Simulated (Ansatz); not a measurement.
# Lu2Si3P: the cost of one run

Computed with Ansatz 0.2.0 (DFT PBE, scalar-relativistic, plane waves, PAW, unless a step's input says otherwise).

1 further run of the same task is left out (it didn't finish). Runs told in other sessions of the task aren't counted.

**1. The structure to begin with**

Symmetry: I4/mmm, No. 139, tetragonal system. The conventional cell has a = 4.833 Å, b = 4.833 Å, c = 9.608 Å, α = 90.00°, β = 90.00°, γ = 90.00°. Lu (site symmetry mmm) is surrounded by 2 Si at 2.42 Å and 2 P at 2.42 Å. Si (site symmetry 4mm) is surrounded by 1 P at 1.86 Å. Si (site symmetry 4/mmm) has 4 Lu at 2.42 Å in its first shell of neighbours. Around P (site symmetry 4/mmm) lie 2 Si at 1.86 Å and 4 Lu at 2.42 Å.

As a file:

```xyz
6
Lattice="-2.4163 2.4163 4.8041 2.4163 -2.4163 4.8041 2.4163 2.4163 -4.8041" Properties=species:S:1:pos:R:3 pbc="T T T"
Lu    0.0000    2.4163    0.0000
Lu    2.4163    0.0000    0.0000
Si    0.0000    0.0000    1.8553
Si    0.0000    0.0000    7.7528
Si    0.0000    0.0000    4.8041
P     0.0000    0.0000    0.0000
```

Recipe of the guess: random cell by space group and Wyckoff sites (I4/mmm, No. 139). The dimensions are guesses.

**2. A first look at the guess**

The input, input.yaml:

```yaml
crystal:
  lattice:
    - [-2.41627214, 2.41627214, 4.80406033]
    - [2.41627214, -2.41627214, 4.80406033]
    - [2.41627214, 2.41627214, -4.80406033]
  atoms:
    - { symbol: Lu, position: [0.5, 0.0, 0.5] }
    - { symbol: Lu, position: [0.0, 0.5, 0.5] }
    - { symbol: Si, position: [0.19310208, 0.19310208, 0.0] }
    - { symbol: Si, position: [0.80689792, 0.80689792, 0.0] }
    - { symbol: Si, position: [0.5, 0.5, 0.0] }
    - { symbol: P, position: [0.0, 0.0, 0.0] }
basis:
  ecutwfc: 420
kpoints:
  mp_grid: { grid: [6, 6, 6] }
hamiltonian:
  xc: pbe
scf:
  occupations: { method: gaussian, width: 0.1 }
  lower_state_search: "off"
output:
  forces: true
  stress: true
  eigenvalues: true
```

Command:

```bash
> ansatz run input.yaml --threads 1 --pin off --max-ram 2560MiB --backend cpu --events-out ev --progress --plain --runs-dir out
```

**Question.** How long does this run take on 1 thread of Intel Xeon 6975P-C (Granite Rapids), shared host, and how much memory does it need?

About 5.1 s, with a peak of 0.51 GiB.
